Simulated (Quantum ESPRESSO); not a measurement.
The system is Ti.

```
Ti
1.0
     0.00000    2.17500    2.17500
     2.17500    0.00000    2.17500
     2.17500    2.17500    0.00000
Ti
1
Cartesian
  0.0000 0.0000 0.0000
```

The cell was built by a generator and needn't be a form met in nature.

Base run:

* Program: Quantum ESPRESSO 7.5
* Functional: PBEsol
* Potentials or basis: GBRV 1.5 PBEsol
* Cutoff: 612 eV
* Density cutoff: 4898 eV
* k mesh: 16 × 16 × 16
* Occupations: methfessel-paxton, width 0.1 eV
* Spin: no spin polarisation

Its results: band gap on the k mesh none (metal or under the smearing width); pressure -16.7 GPa.

Task: The run is repeated on the same cell with these changes: functional from PBEsol to LDA; potentials or basis from GBRV 1.5 PBEsol to GBRV 1.5 LDA. What comes out?

Result: Band gap on the k mesh none (metal or under the smearing width); pressure -19.7 GPa.

Caveats: so large a pressure means that the cell lies far from this level's equilibrium, or that cutoff or potentials fall short.

Not every run made on this cell is shown here.
